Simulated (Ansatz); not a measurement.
# C3H9FOSi: geometry optimisation

The task is to find a stationary geometry of C3H9FOSi.

The runs use Ansatz 0.2.0, Gaussian basis; RKS PBE0-D4/def2-TZVP.

The runs, in order: relaxation at PBE0-D4/def2-TZVP.

1 further run of the same task is left out (set aside as unsound or not needed).

## 1. The starting structure

SMILES `CCO[SiH](C)F`, 15 atoms, charge 0, spin multiplicity 1.

Atoms are counted from 1 here; the program's logs count them from 0.

Bond lengths: C1–C2 1.522 Å, C1–H7 1.087 Å, C1–H8 1.086 Å, C1–H9 1.087 Å, C2–O3 1.397 Å, C2–H10 1.097 Å, C2–H11 1.095 Å, O3–Si4 1.613 Å, Si4–C5 1.894 Å, Si4–F6 1.605 Å, Si4–H12 1.456 Å, C5–H13 1.087 Å, C5–H14 1.088 Å, C5–H15 1.085 Å. Angles: C2–C1–H7 110.1°, C2–C1–H8 110.0°, C2–C1–H9 109.8°, H7–C1–H8 109.2°, H7–C1–H9 108.6°, H8–C1–H9 109.1°, C1–C2–O3 112.5°, C1–C2–H10 109.8°, C1–C2–H11 110.1°, O3–C2–H10 109.5°, O3–C2–H11 106.3°, H10–C2–H11 108.5°, C2–O3–Si4 132.0°, O3–Si4–C5 114.1°, O3–Si4–F6 99.8°, O3–Si4–H12 113.3°, C5–Si4–F6 109.5°, C5–Si4–H12 113.2° and more.

Geometry (Å):

```
C     0.09934    1.71784   -1.23798
C     0.76078    1.31978    0.07349
O     1.14955   -0.02232    0.09085
Si    0.30602   -1.39093   -0.03512
C    -1.08866   -1.55855    1.23558
F     1.46060   -2.45601    0.29474
H    -0.83298    1.17345   -1.36629
H    -0.10665    2.78451   -1.24061
H     0.75706    1.47998   -2.06964
H     0.07667    1.51448    0.90876
H     1.67248    1.90654    0.22807
H    -0.11934   -1.68276   -1.39708
H    -1.90180   -0.86375    1.04199
H    -0.72317   -1.36332    2.24166
H    -1.50992   -2.55894    1.23156
```

The start is a GFN2-xTB geometry.

## 2. Geometry optimisation, PBE0-D4/def2-TZVP

in.yaml reads:

```yaml
crystal:
  periodic: [false, false, false]
  atoms:
    - {symbol: C, position_ang: [0.099340, 1.717840, -1.237980]}
    - {symbol: C, position_ang: [0.760780, 1.319780, 0.073490]}
    - {symbol: O, position_ang: [1.149550, -0.022320, 0.090850]}
    - {symbol: Si, position_ang: [0.306020, -1.390930, -0.035120]}
    - {symbol: C, position_ang: [-1.088660, -1.558550, 1.235580]}
    - {symbol: F, position_ang: [1.460600, -2.456010, 0.294740]}
    - {symbol: H, position_ang: [-0.832980, 1.173450, -1.366290]}
    - {symbol: H, position_ang: [-0.106650, 2.784510, -1.240610]}
    - {symbol: H, position_ang: [0.757060, 1.479980, -2.069640]}
    - {symbol: H, position_ang: [0.076670, 1.514480, 0.908760]}
    - {symbol: H, position_ang: [1.672480, 1.906540, 0.228070]}
    - {symbol: H, position_ang: [-0.119340, -1.682760, -1.397080]}
    - {symbol: H, position_ang: [-1.901800, -0.863750, 1.041990]}
    - {symbol: H, position_ang: [-0.723170, -1.363320, 2.241660]}
    - {symbol: H, position_ang: [-1.509920, -2.558940, 1.231560]}
basis:
  gaussian: {orbitals: def2-TZVP}
hamiltonian: {xc: pbe0, dispersion: d4}
relax: {f_tol: 0.005, max_steps: 150}
```

Command:

```bash
ansatz run in.yaml --threads 2 --pin off --events-out ev --progress --plain --max-ram 22528MiB --backend cuda --devices 0, --max-vram 18GiB
```

Q: Predict the results of all the runs planned. Wanted: point group; shift from the start; total energy; dispersion term; dipole moment.

**Answer**, as computed:

| quantity | value |
| --- | --- |
| point group | C1 |
| steps | 49 |
| shift from the start (rms) | 0.723 Å |
| total energy | -15894.4993 eV |
| dispersion term | -248 meV |
| dipole moment | 2.03 D |

**Reading.** The atoms moved 0.72 Å (rms) from the start; the bond that changed most is Si4–C5, from 1.894 to 1.852 Å. No vibrations were run, so it is not proven to be a minimum. The largest Mulliken charge, +0.63 e, sits on Si4.
